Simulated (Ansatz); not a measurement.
# C2H6InN: basis-set convergence

How large a basis does C2H6InN need? Two functionals are run in growing sets.

Program: Ansatz 0.2.0, Gaussian basis. Level of theory: one geometry, several basis sets. These are calculated values, not measurements.

Levels to be run: PBE0-D4/def2-SVP; ωB97M-V/def2-SVP; PBE0-D4/def2-QZVPP; ωB97M-V/def2-QZVPP; the functionals' def2-TZVPP values are taken from earlier runs.

### Step 1. The geometry

All runs share one geometry, relaxed beforehand with PBE0-D4 in a triple-zeta def2 set. In takes the def2 core potential; no spin-orbit term is included.

10 atoms, charge 0, spin multiplicity 1.

Atoms are counted from 1 here; the program's logs count them from 0.

Bond lengths: N1–C2 1.365 Å, N1–H5 1.004 Å, N1–H6 1.008 Å, C2–C3 1.348 Å, C2–H7 1.091 Å, C3–In4 2.104 Å, C3–H8 1.085 Å, In4–H9 1.721 Å, In4–H10 1.739 Å. Angles: C2–N1–H5 118.2°, C2–N1–H6 118.1°, H5–N1–H6 115.4°, N1–C2–C3 127.5°, N1–C2–H7 112.3°, C3–C2–H7 120.1°, C2–C3–In4 125.3°, C2–C3–H8 115.3°, In4–C3–H8 119.5°, C3–In4–H9 122.3°, C3–In4–H10 118.0°, H9–In4–H10 119.7°.

### Step 2. PBE0-D4 in def2-SVP

in.yaml reads:

```yaml
crystal:
  periodic: [false, false, false]
  atoms:
    - {symbol: N, position_ang: [1.537776, 0.591315, -0.256217]}
    - {symbol: C, position_ang: [1.019868, -0.496775, 0.385886]}
    - {symbol: C, position_ang: [-0.280457, -0.795751, 0.576609]}
    - {symbol: In, position_ang: [-1.904221, 0.295006, -0.198380]}
    - {symbol: H, position_ang: [2.483239, 0.540271, -0.588795]}
    - {symbol: H, position_ang: [0.914566, 1.157455, -0.810153]}
    - {symbol: H, position_ang: [1.795673, -1.137318, 0.806832]}
    - {symbol: H, position_ang: [-0.468917, -1.679945, 1.175730]}
    - {symbol: H, position_ang: [-3.538362, -0.118500, 0.149032]}
    - {symbol: H, position_ang: [-1.559154, 1.644231, -1.240533]}
basis:
  gaussian: {orbitals: def2-SVP}
hamiltonian: {xc: pbe0, dispersion: d4}
output: {orbitals: {seedname: orbitals}}
```

On the command line:

```console
ansatz run in.yaml --threads 4 --pin off --events-out ev --progress --plain --max-ram 10444MiB
```

The runs that follow: ωB97M-V in def2-SVP; PBE0-D4 in def2-QZVPP; ωB97M-V in def2-QZVPP.

Before running them: what should the planned runs give, taken together? Wanted: PBE0-D4: double and triple zeta above quadruple; ωB97M-V: double and triple zeta above quadruple.

The runs gave:

| quantity | value |
| --- | --- |
| PBE0-D4: double and triple zeta above quadruple | 4.62, 0.26 eV |
| ωB97M-V: double and triple zeta above quadruple | 4.84, 0.25 eV |

**Reading.** PBE0-D4 gains 4.36 eV from double to triple zeta, then 0.26 eV more. These are total energies; as a rule much of such shifts cancels in differences, which this series doesn't test.
